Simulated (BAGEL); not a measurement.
# CH3FGeO (SMILES O=[CH][GeH2][F]) at HF/STO-3G (density fitting with qzvpp-jkfit)

What is the vertical singlet–triplet gap of CH3FGeO at HF/STO-3G (density fitting with qzvpp-jkfit)? 

Program for the calculation: BAGEL 1.2.2.

31 further runs of the same task are left out: 1 that didn't finish, 30 set aside as unsound or not needed.

## 1. The molecule

CH3FGeO has 7 atoms, charge 0, and is taken as a singlet. SMILES: `O=[CH][GeH2][F]`. The shape comes from GFN2-xTB, which is rough for such elements, and wasn't checked as a minimum. This is one conformer, not always the lowest.

Bond lengths: O1–C2 1.192 Å, C2–Ge3 2.021 Å, Ge3–F4 1.754 Å, C2–H5 1.111 Å, Ge3–H6 1.509 Å, Ge3–H7 1.507 Å. Angles: O1–C2–Ge3 125.4°, C2–Ge3–F4 100.1°, O1–C2–H5 121.4°, Ge3–C2–H5 113.1°, C2–Ge3–H6 117.9°, C2–Ge3–H7 118.6°, F4–Ge3–H6 100.7°, F4–Ge3–H7 103.3°, H6–Ge3–H7 112.2°.

## 2. The energy at HF/STO-3G (density fitting with qzvpp-jkfit)

Input file job.json:

```json
{ "bagel": [

{
  "title": "molecule",
  "basis": "sto-3g",
  "df_basis": "qzvpp-jkfit",
  "angstrom": true,
  "geometry": [
    { "atom": "O", "xyz": [   -1.110160,    1.823780,   -0.586570 ] },
    { "atom": "C", "xyz": [   -0.467430,    0.841770,   -0.794110 ] },
    { "atom": "Ge", "xyz": [    0.322220,   -0.363080,    0.623160 ] },
    { "atom": "F", "xyz": [    0.139830,   -1.920750,   -0.162650 ] },
    { "atom": "H", "xyz": [   -0.275510,    0.483530,   -1.827630 ] },
    { "atom": "H", "xyz": [    1.817080,   -0.327390,    0.828400 ] },
    { "atom": "H", "xyz": [   -0.426030,   -0.537870,    1.919390 ] }
  ]
},
{
  "title": "hf"
},
{
  "title": "print",
  "file": "orbitals.molden",
  "orbitals": true
}

]}
```

Started as:

```bash
$ BAGEL_NUM_THREADS=1 BAGEL job.json > job.out
```

The program printed:

```text
* using 1 threads per process

  ===============================================================
  ===============================================================

  *** Geometry ***

  { "atom" : "O", "xyz" : [     -2.097898,      3.446445,     -1.108457 ] },
  { "atom" : "C", "xyz" : [     -0.883315,      1.590715,     -1.500650 ] },
  { "atom" : "Ge", "xyz" : [      0.608908,     -0.686122,      1.177602 ] },
  { "atom" : "F", "xyz" : [      0.264240,     -3.629691,     -0.307364 ] },
  { "atom" : "H", "xyz" : [     -0.520638,      0.913739,     -3.453720 ] },
  { "atom" : "H", "xyz" : [      3.433784,     -0.618677,      1.565449 ] },
  { "atom" : "H", "xyz" : [     -0.805080,     -1.016427,      3.627121 ] },

  Number of auxiliary basis functions:      549

  Since a DF basis is specified, we compute 2- and 3-index integrals:
    o Being stored without compression. Storage requirement is 0.006 GB

  Number of basis functions:       36
  Number of electrons      :       58

    * METHOD: MOLECULE                             0.19

  *** RHF ***

  === Nuclear Repulsion ===
   268.9859057027

      * DIIS with orbital gradients will be used.

  === RHF iteration (sto-3g) ===
      0      -2262.57671381          0.02058366           0.03
      1      -2262.69697417          0.01367062           0.03
      2      -2262.75242714          0.00176251           0.03
      3      -2262.75490545          0.00064530           0.03
      4      -2262.75534156          0.00016076           0.03
      5      -2262.75536676          0.00003318           0.03
      6      -2262.75536780          0.00000993           0.03
      7      -2262.75536791          0.00000333           0.03
      8      -2262.75536793          0.00000213           0.03
      9      -2262.75536794          0.00000117           0.03
     10      -2262.75536794          0.00000022           0.03
     11      -2262.75536794          0.00000003           0.03
     12      -2262.75536794          0.00000001           0.03
     13      -2262.75536794          0.00000001           0.03
    * SCF iteration converged.

    * Permanent dipole moment:
           (   -0.369620,    -0.148034,    -0.213186) a.u.

    * METHOD: HF                                   0.55

    * METHOD: PRINT                                0.00

  ===============================================================
```

Run time: 1.2 s. Hardware: 1 thread of Intel Xeon 6975P-C (Granite Rapids), shared host; peak memory 0.078 GiB.

## 3. The triplet

Input file input.json:

```json
{ "bagel" : [

{
  "title" : "molecule",
  "basis" : "sto-3g",
  "df_basis" : "qzvpp-jkfit",
  "angstrom" : "true",
  "geometry" : [
    { "atom" : "O", "xyz" : [   -1.110160,    1.823780,   -0.586570 ] },
    { "atom" : "C", "xyz" : [   -0.467430,    0.841770,   -0.794110 ] },
    { "atom" : "Ge", "xyz" : [    0.322220,   -0.363080,    0.623160 ] },
    { "atom" : "F", "xyz" : [    0.139830,   -1.920750,   -0.162650 ] },
    { "atom" : "H", "xyz" : [   -0.275510,    0.483530,   -1.827630 ] },
    { "atom" : "H", "xyz" : [    1.817080,   -0.327390,    0.828400 ] },
    { "atom" : "H", "xyz" : [   -0.426030,   -0.537870,    1.919390 ] }
  ]
},
{
  "title" : "uhf",
  "nopen" : 2
},
{
  "title" : "print",
  "file" : "orbitals.molden",
  "orbitals" : "true"
}

]}
```

Started as:

```bash
$ BAGEL_NUM_THREADS=1 BAGEL input.json > input.out
```

The program printed:

```text
* using 1 threads per process

  ===============================================================
  ===============================================================

  *** Geometry ***

  { "atom" : "O", "xyz" : [     -2.097898,      3.446445,     -1.108457 ] },
  { "atom" : "C", "xyz" : [     -0.883315,      1.590715,     -1.500650 ] },
  { "atom" : "Ge", "xyz" : [      0.608908,     -0.686122,      1.177602 ] },
  { "atom" : "F", "xyz" : [      0.264240,     -3.629691,     -0.307364 ] },
  { "atom" : "H", "xyz" : [     -0.520638,      0.913739,     -3.453720 ] },
  { "atom" : "H", "xyz" : [      3.433784,     -0.618677,      1.565449 ] },
  { "atom" : "H", "xyz" : [     -0.805080,     -1.016427,      3.627121 ] },

  Number of auxiliary basis functions:      549

  Since a DF basis is specified, we compute 2- and 3-index integrals:
    o Being stored without compression. Storage requirement is 0.006 GB

  Number of basis functions:       36
  Number of electrons      :       58

    * METHOD: MOLECULE                             0.24

  *** Open-shell HF ***

  === Nuclear Repulsion ===
   268.9859057027

      * DIIS with orbital gradients will be used.

  === UHF iteration (sto-3g) ===
      0      -2262.49433170          0.03099670           0.06
      1      -2262.63496457          0.01481362           0.06
      2      -2262.66719863          0.00674045           0.07
      3      -2262.67562004          0.00341962           0.07
      4      -2262.68157281          0.00102473           0.07
      5      -2262.68195137          0.00051876           0.08
      6      -2262.68215227          0.00021748           0.08
      7      -2262.68219512          0.00008266           0.08
      8      -2262.68220125          0.00003262           0.07
      9      -2262.68220193          0.00001940           0.08
     10      -2262.68220224          0.00000753           0.08
     11      -2262.68220227          0.00000219           0.07
     12      -2262.68220228          0.00000112           0.07
     13      -2262.68220228          0.00000068           0.08
     14      -2262.68220228          0.00000048           0.08
     15      -2262.68220228          0.00000029           0.07
     16      -2262.68220228          0.00000016           0.08
     17      -2262.68220228          0.00000007           0.08
     18      -2262.68220228          0.00000002           0.07
     19      -2262.68220228          0.00000001           0.07
     20      -2262.68220228          0.00000001           0.08
    * SCF iteration converged.

    * S^2 (UHF) is 2.0060

    * Permanent dipole moment:
           (   -0.256946,    -0.312076,    -0.265970) a.u.

    * METHOD: UHF                                  1.64

    * METHOD: PRINT                                0.00

  ===============================================================
```

It took 2.4 s on 1 thread of Intel Xeon 6975P-C (Granite Rapids), shared host; peak memory 0.077 GiB.

## 4. What came out

At HF/STO-3G (density fitting with qzvpp-jkfit):

| quantity | value |
| --- | --- |
| singlet: total energy | -2262.75537 Eh |
| singlet: dipole moment | 1.15 D |
| singlet: HOMO energy | -8.06 eV |
| singlet: LUMO energy | 7.46 eV |
| singlet: HOMO–LUMO gap | 15.51 eV |
| triplet: total energy | -2262.68220 Eh |
| triplet: dipole moment | 1.23 D |
| triplet: ⟨S²⟩ | 2.006 |
| vertical energy of the triplet above the singlet | 1.991 eV |

At this shape the triplet lies 1.99 eV (192 kJ/mol) above the singlet. In a minimal basis such a difference can be off by several eV, whatever the method.
